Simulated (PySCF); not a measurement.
# The bond of RbCa+, level by level

Aim: find the lowest electronic state of RbCa+, scan its bond at several levels of theory, and get bond length, wavenumber and dissociation energy from each curve.

The runs use PySCF 2.14.0; Rb def2-SVP with ECP28, Ca def2-SVP, scalar-relativistic core potentials.

### Step 1. Set-up

A driver script around PySCF takes these settings:

| Quantity | Value |
| --- | --- |
| atoms | Rb, Ca |
| charge | 1 |
| basis | Rb def2-SVP with ECP28, Ca def2-SVP |
| Hamiltonian | scalar-relativistic core potentials |
| basis functions | 48 |
| electrons treated | 28 |
| masses in u | 84.9118, 39.9626 |
| levels | PBE0, PBE, r²SCAN, B97-3, LDA, PBEsol, ωB97X, HF, MP2, SCS-MP2, CCSD, CCSD(T) |
| grid | 80 radial by 434 angular points |
| occupations | held fixed by the projection of orbital angular momentum |
| dissociation limit | Rb+ + Ca, each in its ground configuration |
| starting distance in angstrom | 3.750 |
| values of 2S to try | 0, 2 |

Run with:

```
OMP_NUM_THREADS=1 python dia.py task.json out
```

After this run come: PBE0 along the bond; Other states along the same grid; PBE; r²SCAN (meta-GGA); B97-3; LDA (local density); PBEsol (GGA); ωB97X; RHF (mean field); Correlated methods on the Hartree–Fock reference.

What does the calculation give? Wanted: for each run, Re; ωe; De; μ.

The runs gave:

Lowest PBE0 solution found, without spin–orbit coupling: ¹Σ⁺ (singlet), closed shell. State 2 has its PBE0 minimum 1.19 eV higher. State 3 has its PBE0 minimum 1.66 eV higher. The other levels ran on the lowest alone.

```
      level  Re (Å)  ωe (cm⁻¹)  De (eV)  μ (D)
        RHF   4.593       60.9    0.344  -0.83
    RHF-MP2   4.355       68.9    0.416    n/a
RHF-SCS-MP2   4.394       67.3    0.399    n/a
   RHF-CCSD   4.375       69.8    0.436    n/a
RHF-CCSD(T)   4.364       70.4    0.445    n/a
        LDA   4.155       77.7     0.54   0.09
        PBE   4.293       71.9     0.50   0.06
     PBEsol   4.253       73.2     0.50   0.03
     r²SCAN   4.385       69.1    0.428  -0.51
       PBE0   4.315       72.1    0.469  -0.09
      B97-3   4.346       71.7    0.414  -0.48
      ωB97X   4.297       72.0    0.376  -0.73
```

De is counted to Rb+ + Ca in their ground configurations. A positive dipole points from Rb to Ca; in an ion it is taken about the centre of mass and does not tell which atom is negative.

Bond lengths run from 4.155 Å (LDA) to 4.593 Å (RHF). CCSD(T) can't serve as the judge here: for a weak bond in this basis it is far from its limit. Of the levels with a De here, RHF gives the least (0.344 eV) and LDA the most (0.54 eV).

Correlated steps freeze 5 core orbitals. Spin–orbit coupling is left out.
